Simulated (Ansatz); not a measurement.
# ClFH4Si2: comparison of dispersion corrections in Python

Computed with Ansatz 0.2.0, driven from Python. The levels of theory stand in the script.

**1. Starting point**

Bond lengths: F1–Si2 1.555 Å, Si2–Si3 2.280 Å, Si2–Cl4 2.006 Å, Si2–H5 1.498 Å, Si3–H6 1.524 Å, Si3–H7 1.517 Å, Si3–H8 1.436 Å. Angles: F1–Si2–Si3 109.5°, F1–Si2–Cl4 111.5°, F1–Si2–H5 109.2°, Si3–Si2–Cl4 110.5°, Si3–Si2–H5 111.6°, Cl4–Si2–H5 104.5°, Si2–Si3–H6 110.8°, Si2–Si3–H7 112.0°, Si2–Si3–H8 114.4°, H6–Si3–H7 104.3°, H6–Si3–H8 106.7°, H7–Si3–H8 108.0°.

The script holds or builds the structure itself.

**2. The code**

File run_disp.py:

```python
# -*- coding: utf-8 -*-
"""Dispersion corrections for ClFH4Si2."""

import ansatz

config = {
    "basis": "def2-SVP",
}

geometry_ang = [
    ("F", [-1.3237, 1.776, 0.1813]),
    ("Si", [-0.4425, 0.8039, -0.654]),
    ("Si", [0.4719, -0.7673, 0.7227]),
    ("Cl", [-1.4986, -0.0729, -2.1168]),
    ("H", [0.6129, 1.5884, -1.3722]),
    ("H", [1.3549, -0.1141, 1.7793]),
    ("H", [1.4062, -1.701, -0.023]),
    ("H", [-0.4889, -1.5701, 1.4268]),
]
geometry = ansatz.Crystal.molecule()
for symbol, xyz in geometry_ang:
    geometry = geometry.atom(symbol, xyz)

model = geometry.calculation()
model = model.basis(gaussian=config["basis"])
model = model.scf(lower_state_search="standard")
for name in ["revpbe", "b3lyp"]:
    for correction in ("d3bj", "d4"):
        data = model.functional(name, dispersion=correction).run(threads=1).report
        print(f"{name:8s} {correction:5s} total {data['free_energy_ev']:.5f} eV, of which dispersion {1000 * data['dispersion']['energy']['ev']:.2f} meV")
```

**3. The calls as engine input**

The package turns the script's settings into the engine's input (first run):

```yaml
crystal:
  periodic: [false, false, false]
  atoms:
    - { symbol: F, position_ang: [-1.3237, 1.776, 0.1813] }
    - { symbol: Si, position_ang: [-0.4425, 0.8039, -0.654] }
    - { symbol: Si, position_ang: [0.4719, -0.7673, 0.7227] }
    - { symbol: Cl, position_ang: [-1.4986, -0.0729, -2.1168] }
    - { symbol: H, position_ang: [0.6129, 1.5884, -1.3722] }
    - { symbol: H, position_ang: [1.3549, -0.1141, 1.7793] }
    - { symbol: H, position_ang: [1.4062, -1.701, -0.023] }
    - { symbol: H, position_ang: [-0.4889, -1.5701, 1.4268] }
basis:
  gaussian:
    orbitals: def2-SVP
hamiltonian:
  xc: revpbe
  dispersion: d3bj
scf:
  lower_state_search: standard
```

**4. Running it**

Launch:

```console
> python run_disp.py
```

What time and memory should one allow on 1 thread of Arm Neoverse V2, shared host?

About 8.1 s, with a peak of 0.23 GiB.
